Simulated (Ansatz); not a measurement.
# NaPt: the cost of one run

Computed with Ansatz 0.2.0 (DFT LDA, scalar-relativistic, plane waves, PAW, unless a step's input says otherwise).

1 further run of the same task is left out (set aside as unsound or not needed).

### Step 1. The system as given

The structure is hexagonal, space group P-6m2 (No. 187). The conventional cell has a = 2.756 Å, b = 2.756 Å, c = 4.804 Å, α = 90.00°, β = 90.00°, γ = 120.00°. Around Na (site symmetry -6m2) lie 6 Na at 2.76 Å and 6 Pt at 2.88 Å. Pt (site symmetry -6m2) is surrounded by 6 Pt at 2.76 Å and 6 Na at 2.88 Å.

As a file:

```cif
data_structure
_symmetry_space_group_name_H-M 'P 1'
_symmetry_Int_Tables_number 1
_cell_length_a 2.7562
_cell_length_b 2.7562
_cell_length_c 4.8039
_cell_angle_alpha 90.000
_cell_angle_beta 90.000
_cell_angle_gamma 120.000
_cell_volume 31.60
loop_
_atom_site_label
_atom_site_type_symbol
_atom_site_fract_x
_atom_site_fract_y
_atom_site_fract_z
_atom_site_occupancy
Na1 Na 0.66667 0.33333 0.50000 1
Pt1 Pt 0.33333 0.66667 0.00000 1
```

It goes back to an entry of the Materials Project, which need not be the stable form.

This cell was relaxed beforehand with the same method: volume 15.80 Å³/atom, gap on the mesh none (metal).

### Step 2. The scan

The energy is mapped over volume and the cell's shape.

- volume per atom: 5 values from 13.90 to 17.70 Å³
- c/a of the conventional cell: 5 values from 1.453 to 2.091

Nothing else is relaxed (symmetry fixes all fractional coordinates). Energies count from the relaxed crystal. Points are written as (first, second).

### Step 3. The run at (13.90 Å³, 1.453)

File input.yaml:

```yaml
crystal:
  lattice:
    - [2.8063052859, 0.0, 0.0]
    - [-1.4031526429, 2.4303316683, 0.0]
    - [0.0, 0.0, 4.0775615804]
  atoms:
    - { symbol: Na, position: [0.6666666667, 0.3333333333, 0.5] }
    - { symbol: Pt, position: [0.3333333333, 0.6666666667, 0.0] }
basis:
  ecutwfc: 520.0
kpoints:
  mp_grid: { grid: [21, 21, 10] }
hamiltonian:
  xc: lda
  pseudopotentials: { kind: paw }
scf:
  occupations: { method: gaussian, width: 0.15 }
output:
  forces: true
  stress: true
  eigenvalues: true
  write_density: true
  write_potential: true
  elf: true
  volumetric_format: npy
```

The run is started by

```sh
ansatz run input.yaml --threads 1 --pin off --max-ram 2048MiB --backend cpu --events-out ev --progress --plain --runs-dir out
```

**Question.** How long does this run take on 1 thread of Arm Neoverse N1, shared host, and how much memory does it need?

About 36 s, with a peak of 0.45 GiB.
